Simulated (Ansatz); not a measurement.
# ClH7N2Si2: two geometries relaxed

Aim: relax the geometries before and after the inversion of the pyramid at N1, and see whether they are two minima and how far apart in energy. SMILES of the start: N[SiH2]N[SiH2]Cl.

All numbers below are computed with Ansatz 0.2.0 (RKS B3LYP-D4/def2-mTZVP).

## Step 1: The system as given

Bond lengths: N1–Si2 1.648 Å, Si2–N3 1.673 Å, N3–Si4 1.719 Å, Si4–Cl5 2.021 Å, N1–H6 0.997 Å, N1–H7 1.061 Å, Si2–H8 1.429 Å, Si2–H9 1.488 Å, N3–H10 0.970 Å, Si4–H11 1.440 Å, Si4–H12 1.520 Å. Angles (14 of 18 angles, heavy atoms first): N1–Si2–N3 97.7°, Si2–N3–Si4 109.2°, N3–Si4–Cl5 109.2°, N1–Si2–H8 111.0°, N1–Si2–H9 105.2°, N3–Si2–H8 108.2°, N3–Si2–H9 114.0°, Si2–N1–H6 112.1°, Si2–N1–H7 109.0°, Si2–N3–H10 110.9°, Si4–N3–H10 111.0°, N3–Si4–H11 112.3°, N3–Si4–H12 104.8°, Cl5–Si4–H11 112.9°.

As a file:

```xyz
12

N    -0.6924    1.1912    1.7971
Si   -0.5653   -0.2001    0.9229
N     0.2412    0.4366   -0.3977
Si    0.8866   -0.8493   -1.3383
Cl    1.6368   -0.1023   -3.0594
H     0.1891    1.6400    1.9188
H    -1.2063    1.9165    1.2179
H    -1.8488   -0.6508    0.4865
H     0.2638   -1.1115    1.7571
H    -0.3504    0.9934   -0.9281
H     1.8433   -1.6371   -0.6048
H    -0.3207   -1.6817   -1.7379
```

## Step 2: End point A

File input.yaml:

```yaml
crystal:
  periodic: [false, false, false]
  atoms:
    - { symbol: "N", position_ang: [-0.6924, 1.1912, 1.7971] }
    - { symbol: Si, position_ang: [-0.5653, -0.2001, 0.9229] }
    - { symbol: "N", position_ang: [0.2412, 0.4366, -0.3977] }
    - { symbol: Si, position_ang: [0.8866, -0.8493, -1.3383] }
    - { symbol: Cl, position_ang: [1.6368, -0.1023, -3.0594] }
    - { symbol: H, position_ang: [0.1891, 1.64, 1.9188] }
    - { symbol: H, position_ang: [-1.2063, 1.9165, 1.2179] }
    - { symbol: H, position_ang: [-1.8488, -0.6508, 0.4865] }
    - { symbol: H, position_ang: [0.2638, -1.1115, 1.7571] }
    - { symbol: H, position_ang: [-0.3504, 0.9934, -0.9281] }
    - { symbol: H, position_ang: [1.8433, -1.6371, -0.6048] }
    - { symbol: H, position_ang: [-0.3207, -1.6817, -1.7379] }
basis:
  gaussian: { orbitals: def2-mTZVP }
hamiltonian:
  xc: b3lyp
  dispersion: d4
relax:
  f_tol: 0.015
  max_steps: 40
```

The run is started by

```
ansatz run input.yaml --threads 2 --pin off --max-ram 3072MiB --backend cpu --events-out ev --progress --plain --runs-dir out
```

Log, shortened:

```text
Warning: RAYON_NUM_THREADS=2 ignored (pool sized by the plan → 2); use --threads N
[...]
Functional definition: B3LYP
[...]
1223 factors; integrals over basis functions are off by at most 5.6e-4 eV
[...]
mean field -31376.88329946 eV, -1153.0791932398 hartree, gradient 1.6e-5 eV, S^2 0.000000; 0 other end points of the search recorded, 0 dependent functions left out
[...]
reference -31376.88359992 eV, -1153.0792042815 hartree; 33, 33 occupied and 92, 92 virtual orbitals, 1223 factors
relax step   1: F+E_penalty+E_count = -31377.39970983 eV  Δ(F+E_penalty+E_count) = +0.000e0 eV  max|allowed force component| = 3.622e0 eV/Å  Δτ_max = 0.0000 Å  (26 SCF iters, accepted)
[...]
relax step   4: F+E_penalty+E_count = -31378.80168869 eV  Δ(F+E_penalty+E_count) = -1.202e-1 eV  max|allowed force component| = 3.319e-1 eV/Å  Δτ_max = 0.2000 Å  (29 SCF iters, accepted)
[...]
relax step   7: F+E_penalty+E_count = -31378.91077895 eV  Δ(F+E_penalty+E_count) = -1.393e-2 eV  max|allowed force component| = 6.383e-1 eV/Å  Δτ_max = 0.1964 Å  (28 SCF iters, accepted)
[...]
relax step  10: F+E_penalty+E_count = -31378.96624261 eV  Δ(F+E_penalty+E_count) = -3.310e-2 eV  max|allowed force component| = 2.281e-1 eV/Å  Δτ_max = 0.2000 Å  (29 SCF iters, accepted)
[...]
relax step  13: F+E_penalty+E_count = -31378.98581590 eV  Δ(F+E_penalty+E_count) = -5.569e-3 eV  max|allowed force component| = 1.839e-1 eV/Å  Δτ_max = 0.1442 Å  (29 SCF iters, accepted)
[...]
relax step  14: F+E_penalty+E_count = -31378.98973644 eV  Δ(F+E_penalty+E_count) = -3.921e-3 eV  max|allowed force component| = 1.396e-1 eV/Å  Δτ_max = 0.0566 Å  (29 SCF iters, accepted)
[...]
1223 factors; integrals over basis functions are off by at most 6.4e-4 eV
```

## Step 3: The log goes on: end point A relaxed

The log, continued:

```text
mean field -31378.49824251 eV, -1153.1385413023 hartree, gradient 1.3e-5 eV, S^2 0.000000; 0 other end points of the search recorded, 0 dependent functions left out
the calculation of the forces begins
reference -31378.49855300 eV, -1153.1385527125 hartree; 33, 33 occupied and 92, 92 virtual orbitals, 1223 factors
relax step  15: F+E_penalty+E_count = -31378.99189996 eV  Δ(F+E_penalty+E_count) = -2.164e-3 eV  max|allowed force component| = 8.254e-2 eV/Å  Δτ_max = 0.0831 Å  (29 SCF iters, accepted)
these checks for a lower state are left out or cut short: starts, cluster_reference, orbital_swaps, neighbouring_geometries, increment
1223 factors; integrals over basis functions are off by at most 6.4e-4 eV
mean field -31378.49890349 eV, -1153.1385655927 hartree, gradient 1.3e-5 eV, S^2 0.000000; 0 other end points of the search recorded, 0 dependent functions left out
the calculation of the forces begins
reference -31378.49921413 eV, -1153.1385770084 hartree; 33, 33 occupied and 92, 92 virtual orbitals, 1223 factors
relax step  16: F+E_penalty+E_count = -31378.99348043 eV  Δ(F+E_penalty+E_count) = -1.580e-3 eV  max|allowed force component| = 9.614e-2 eV/Å  Δτ_max = 0.0693 Å  (29 SCF iters, accepted)
these checks for a lower state are left out or cut short: starts, cluster_reference, orbital_swaps, neighbouring_geometries, increment
1223 factors; integrals over basis functions are off by at most 6.4e-4 eV
mean field evaluation 128: about -31378.4992 eV, gradient 1.3e-5 eV
mean field -31378.49915058 eV, -1153.1385746731 hartree, gradient 1.3e-5 eV, S^2 0.000000; 0 other end points of the search recorded, 0 dependent functions left out
the calculation of the forces begins
reference -31378.49946131 eV, -1153.1385860922 hartree; 33, 33 occupied and 92, 92 virtual orbitals, 1223 factors
relax step  17: F+E_penalty+E_count = -31378.99447110 eV  Δ(F+E_penalty+E_count) = -9.907e-4 eV  max|allowed force component| = 5.395e-2 eV/Å  Δτ_max = 0.0485 Å  (29 SCF iters, accepted)
these checks for a lower state are left out or cut short: starts, cluster_reference, orbital_swaps, neighbouring_geometries, increment
1223 factors; integrals over basis functions are off by at most 6.3e-4 eV
mean field -31378.49876973 eV, -1153.1385606771 hartree, gradient 1.3e-5 eV, S^2 0.000000; 0 other end points of the search recorded, 0 dependent functions left out
the calculation of the forces begins
reference -31378.49908036 eV, -1153.1385720928 hartree; 33, 33 occupied and 92, 92 virtual orbitals, 1223 factors
relax step  18: F+E_penalty+E_count = -31378.99482842 eV  Δ(F+E_penalty+E_count) = -3.573e-4 eV  max|allowed force component| = 4.009e-2 eV/Å  Δτ_max = 0.0287 Å  (29 SCF iters, accepted)
these checks for a lower state are left out or cut short: starts, cluster_reference, orbital_swaps, neighbouring_geometries, increment
1223 factors; integrals over basis functions are off by at most 6.3e-4 eV
mean field -31378.49895807 eV, -1153.1385675986 hartree, gradient 1.5e-5 eV, S^2 0.000000; 0 other end points of the search recorded, 0 dependent functions left out
the calculation of the forces begins
reference -31378.49926870 eV, -1153.1385790139 hartree; 33, 33 occupied and 92, 92 virtual orbitals, 1223 factors
relax step  19: F+E_penalty+E_count = -31378.99504917 eV  Δ(F+E_penalty+E_count) = -2.207e-4 eV  max|allowed force component| = 2.831e-2 eV/Å  Δτ_max = 0.0175 Å  (24 SCF iters, accepted)
these checks for a lower state are left out or cut short: starts, cluster_reference, orbital_swaps, neighbouring_geometries, increment
1223 factors; integrals over basis functions are off by at most 6.3e-4 eV
mean field -31378.49917947 eV, -1153.1385757350 hartree, gradient 1.3e-5 eV, S^2 0.000000; 0 other end points of the search recorded, 0 dependent functions left out
the calculation of the forces begins
reference -31378.49949007 eV, -1153.1385871491 hartree; 33, 33 occupied and 92, 92 virtual orbitals, 1223 factors
relax step  20: F+E_penalty+E_count = -31378.99527223 eV  Δ(F+E_penalty+E_count) = -2.231e-4 eV  max|allowed force component| = 3.309e-2 eV/Å  Δτ_max = 0.0142 Å  (30 SCF iters, accepted)
these checks for a lower state are left out or cut short: starts, cluster_reference, orbital_swaps, neighbouring_geometries, increment
1223 factors; integrals over basis functions are off by at most 6.2e-4 eV
mean field -31378.49938630 eV, -1153.1385833357 hartree, gradient 1.3e-5 eV, S^2 0.000000; 0 other end points of the search recorded, 0 dependent functions left out
the calculation of the forces begins
reference -31378.49969662 eV, -1153.1385947399 hartree; 33, 33 occupied and 92, 92 virtual orbitals, 1223 factors
relax step  21: F+E_penalty+E_count = -31378.99575755 eV  Δ(F+E_penalty+E_count) = -4.853e-4 eV  max|allowed force component| = 1.331e-1 eV/Å  Δτ_max = 0.0441 Å  (29 SCF iters, accepted)
these checks for a lower state are left out or cut short: starts, cluster_reference, orbital_swaps, neighbouring_geometries, increment
1223 factors; integrals over basis functions are off by at most 6.2e-4 eV
mean field evaluation 160: about -31378.4999 eV, gradient 2.3e-4 eV
mean field -31378.49987866 eV, -1153.1386014297 hartree, gradient 1.3e-5 eV, S^2 0.000000; 0 other end points of the search recorded, 0 dependent functions left out
the calculation of the forces begins
reference -31378.50018889 eV, -1153.1386128303 hartree; 33, 33 occupied and 92, 92 virtual orbitals, 1223 factors
relax step  22: F+E_penalty+E_count = -31378.99632631 eV  Δ(F+E_penalty+E_count) = -5.688e-4 eV  max|allowed force component| = 1.320e-1 eV/Å  Δτ_max = 0.0144 Å  (29 SCF iters, accepted)
these checks for a lower state are left out or cut short: starts, cluster_reference, orbital_swaps, neighbouring_geometries, increment
1223 factors; integrals over basis functions are off by at most 6.4e-4 eV
mean field -31378.49998401 eV, -1153.1386053010 hartree, gradient 1.8e-5 eV, S^2 0.000000; 0 other end points of the search recorded, 0 dependent functions left out
the calculation of the forces begins
reference -31378.50029350 eV, -1153.1386166747 hartree; 33, 33 occupied and 92, 92 virtual orbitals, 1223 factors
relax step  23: F+E_penalty+E_count = -31378.99772183 eV  Δ(F+E_penalty+E_count) = -1.396e-3 eV  max|allowed force component| = 2.461e-1 eV/Å  Δτ_max = 0.0866 Å  (29 SCF iters, accepted)
these checks for a lower state are left out or cut short: starts, cluster_reference, orbital_swaps, neighbouring_geometries, increment
1223 factors; integrals over basis functions are off by at most 6.4e-4 eV
mean field -31378.50323440 eV, -1153.1387247506 hartree, gradient 1.3e-5 eV, S^2 0.000000; 0 other end points of the search recorded, 0 dependent functions left out
the calculation of the forces begins
reference -31378.50354369 eV, -1153.1387361169 hartree; 33, 33 occupied and 92, 92 virtual orbitals, 1223 factors
relax step  24: F+E_penalty+E_count = -31378.99988896 eV  Δ(F+E_penalty+E_count) = -2.167e-3 eV  max|allowed force component| = 1.197e-1 eV/Å  Δτ_max = 0.0420 Å  (29 SCF iters, accepted)
these checks for a lower state are left out or cut short: starts, cluster_reference, orbital_swaps, neighbouring_geometries, increment
1223 factors; integrals over basis functions are off by at most 6.3e-4 eV
mean field -31378.50388614 eV, -1153.1387487019 hartree, gradient 1.3e-5 eV, S^2 0.000000; 0 other end points of the search recorded, 0 dependent functions left out
the calculation of the forces begins
reference -31378.50419527 eV, -1153.1387600620 hartree; 33, 33 occupied and 92, 92 virtual orbitals, 1223 factors
relax step  25: F+E_penalty+E_count = -31379.00068633 eV  Δ(F+E_penalty+E_count) = -7.974e-4 eV  max|allowed force component| = 1.062e-2 eV/Å  Δτ_max = 0.0199 Å  (29 SCF iters, accepted)
1223 factors; integrals over basis functions are off by at most 6.3e-4 eV
mean field evaluation 192: about -31378.4766 eV, gradient 4.7e-1 eV
mean field -31378.50388614 eV, -1153.1387487019 hartree, gradient 1.3e-5 eV, S^2 0.000000; 1 other end points of the search recorded, 0 dependent functions left out
the calculation of the forces begins
reference -31378.50419527 eV, -1153.1387600620 hartree; 33, 33 occupied and 92, 92 virtual orbitals, 1223 factors
Total energy: -31379.00099545 eV, -1153.1570171319 hartree
Atom 0 at    -0.541659     1.620728     1.421492 Å, force    -0.002481    -0.010619     0.001518 eV/Å
Atom 1 at    -0.618074    -0.052080     1.028794 Å, force    -0.003488     0.005806     0.001751 eV/Å
Atom 2 at    -0.446468    -0.286961    -0.691341 Å, force    -0.001807     0.002029    -0.002051 eV/Å
Atom 3 at     0.839162    -1.038819    -1.542670 Å, force     0.002509     0.001513    -0.004883 eV/Å
Atom 4 at     2.515474     0.210081    -1.743758 Å, force     0.002606    -0.002556     0.000489 eV/Å
Atom 5 at     0.286487     2.175773     1.257048 Å, force     0.004057     0.005456    -0.002505 eV/Å
Atom 6 at    -1.115826     2.013923     2.152901 Å, force    -0.001416    -0.000503     0.004449 eV/Å
Atom 7 at    -1.939407    -0.496583     1.529243 Å, force    -0.000105     0.000264     0.001215 eV/Å
Atom 8 at     0.451465    -0.908287     1.598427 Å, force     0.002354     0.000857     0.004258 eV/Å
Atom 9 at    -1.067704     0.282668    -1.257864 Å, force    -0.000517    -0.002067    -0.005474 eV/Å
Atom 10 at     1.309944    -2.220683    -0.802988 Å, force    -0.000031     0.000530     0.000646 eV/Å
Atom 11 at     0.403505    -1.354860    -2.915184 Å, force    -0.001680    -0.000709     0.000587 eV/Å
Dipole moment:    -0.391546     0.144922     0.198422 e Å
```

Run time: 87 s. Hardware: 2 threads of Arm Neoverse V2, shared host; peak memory 0.3 GiB.

Step by step:

```csv
step,energy from step 1 (eV),largest force component (eV/Å)
1,0.0000,3.6222
2,-0.9945,1.5544
3,-1.2818,0.5133
4,-1.4020,0.3319
5,-1.4647,0.2034
6,-1.4971,0.1715
7,-1.5111,0.6383
8,-1.5253,0.2857
9,-1.5334,0.5012
10,-1.5665,0.2281
11,-1.5725,0.2523
12,-1.5805,0.1681
13,-1.5861,0.1839
14,-1.5900,0.1396
15,-1.5922,0.0825
16,-1.5938,0.0961
17,-1.5948,0.0539
18,-1.5951,0.0401
19,-1.5953,0.0283
20,-1.5956,0.0331
21,-1.5960,0.1331
22,-1.5966,0.1320
23,-1.5980,0.2461
24,-1.6002,0.1197
25,-1.6010,0.0106
```

Step 1 is the start.

After: Bond lengths: N1–Si2 1.720 Å, Si2–N3 1.745 Å, N3–Si4 1.715 Å, Si4–Cl5 2.100 Å, N1–H6 1.010 Å, N1–H7 1.010 Å, Si2–H8 1.481 Å, Si2–H9 1.484 Å, N3–H10 1.016 Å, Si4–H11 1.472 Å, Si4–H12 1.474 Å. Angles (14 of 18 angles, heavy atoms first): N1–Si2–N3 110.6°, Si2–N3–Si4 128.5°, N3–Si4–Cl5 112.6°, N1–Si2–H8 104.7°, N1–Si2–H9 116.2°, N3–Si2–H8 112.4°, N3–Si2–H9 103.3°, Si2–N1–H6 122.2°, Si2–N1–H7 121.3°, Si2–N3–H10 114.5°, Si4–N3–H10 115.3°, N3–Si4–H11 110.0°, N3–Si4–H12 109.5°, Cl5–Si4–H11 105.7°.

## Step 4: End point B

The second end starts from a geometry with the move made by hand.

input.yaml, as its differences from that of step 2:

```diff
@@ -8,4 +8,4 @@
     - { symbol: Cl, position_ang: [1.6368, -0.1023, -3.0594] }
-    - { symbol: H, position_ang: [0.1891, 1.64, 1.9188] }
-    - { symbol: H, position_ang: [-1.2063, 1.9165, 1.2179] }
+    - { symbol: H, position_ang: [-0.17976, 1.14649, 2.65061] }
+    - { symbol: H, position_ang: [-1.68372, 1.27773, 2.1651] }
     - { symbol: H, position_ang: [-1.8488, -0.6508, 0.4865] }
```

The run is started by

```
ansatz run input.yaml --threads 2 --pin off --max-ram 3072MiB --backend cpu --events-out ev --progress --plain --runs-dir out
```

Log, shortened:

```text
Warning: RAYON_NUM_THREADS=2 ignored (pool sized by the plan → 2); use --threads N
[...]
Functional definition: B3LYP
[...]
1223 factors; integrals over basis functions are off by at most 5.6e-4 eV
[...]
mean field -31376.95028077 eV, -1153.0816547576 hartree, gradient 1.8e-5 eV, S^2 0.000000; 0 other end points of the search recorded, 0 dependent functions left out
[...]
reference -31376.95058020 eV, -1153.0816657615 hartree; 33, 33 occupied and 92, 92 virtual orbitals, 1223 factors
relax step   1: F+E_penalty+E_count = -31377.46153994 eV  Δ(F+E_penalty+E_count) = +0.000e0 eV  max|allowed force component| = 3.596e0 eV/Å  Δτ_max = 0.0000 Å  (27 SCF iters, accepted)
[...]
relax step   5: F+E_penalty+E_count = -31378.85094943 eV  Δ(F+E_penalty+E_count) = -2.351e-2 eV  max|allowed force component| = 9.036e-1 eV/Å  Δτ_max = 0.1676 Å  (29 SCF iters, accepted)
[...]
Atom 2 at    -0.486372    -0.296973    -0.582579 Å, force    -0.008158     0.002080    -0.002213 eV/Å
Atom 3 at     0.814289    -0.931721    -1.503899 Å, force     0.002992     0.003212     0.012303 eV/Å
Atom 4 at     2.469075     0.359533    -1.564733 Å, force    -0.003213    -0.003249    -0.005713 eV/Å
Atom 5 at     0.106052     1.952459     1.643598 Å, force    -0.001628    -0.000876     0.005953 eV/Å
Atom 6 at    -1.289241     1.615839     2.503299 Å, force     0.003041     0.006332     0.002735 eV/Å
Atom 7 at    -1.990437    -0.835136     1.577627 Å, force     0.001890     0.000731     0.000133 eV/Å
Atom 8 at     0.414697    -1.146433     1.632149 Å, force    -0.001311     0.000265     0.001623 eV/Å
Atom 9 at    -1.118017     0.317314    -1.087590 Å, force     0.000011    -0.001825    -0.002124 eV/Å
Atom 10 at     1.304316    -2.175998    -0.889408 Å, force    -0.001528    -0.000857    -0.005083 eV/Å
Atom 11 at     0.384959    -1.109852    -2.903111 Å, force     0.005887     0.002072     0.000204 eV/Å
Dipole moment:    -0.403816     0.115612     0.210899 e Å
```

Run time: 76 s. Hardware: 2 threads of Arm Neoverse V2, shared host; peak memory 0.3 GiB.

Relaxation path:

```csv
step,energy from step 1 (eV),largest force component (eV/Å)
1,0.0000,3.5962
2,-1.0376,1.4871
3,-1.2900,0.5300
4,-1.3659,0.4111
5,-1.3894,0.9036
6,-1.4362,0.3052
7,-1.4639,0.1206
8,-1.4784,0.3704
9,-1.4846,0.3025
10,-1.5119,0.1241
11,-1.5180,0.1687
12,-1.5252,0.1578
13,-1.5331,0.0845
14,-1.5370,0.0377
15,-1.5378,0.1036
16,-1.5386,0.0516
17,-1.5391,0.0118
18,-1.5392,0.0123
```

Step 1 is the start.

After: Bond lengths: N1–Si2 1.720 Å, Si2–N3 1.744 Å, N3–Si4 1.716 Å, Si4–Cl5 2.100 Å, N1–H6 1.011 Å, N1–H7 1.010 Å, Si2–H8 1.482 Å, Si2–H9 1.484 Å, N3–H10 1.016 Å, Si4–H11 1.472 Å, Si4–H12 1.474 Å. Angles (14 of 18 angles, heavy atoms first): N1–Si2–N3 110.5°, Si2–N3–Si4 128.7°, N3–Si4–Cl5 112.7°, N1–Si2–H8 104.7°, N1–Si2–H9 116.3°, N3–Si2–H8 112.5°, N3–Si2–H9 103.3°, Si2–N1–H6 122.4°, Si2–N1–H7 121.2°, Si2–N3–H10 114.5°, Si4–N3–H10 115.4°, N3–Si4–H11 109.9°, N3–Si4–H12 109.5°, Cl5–Si4–H11 105.6°.

## Step 5: Results

```
                           quantity                     value
                              end A  24 moves, 1.601 eV lower
                              end B  17 moves, 1.539 eV lower
largest difference between the ends                    0.04 Å
            end B relative to end A                 -0.000 eV
```

What this shows: The two relaxations end at one structure, within 0.04 Å: no second minimum was found from this start, which doesn't rule one out.
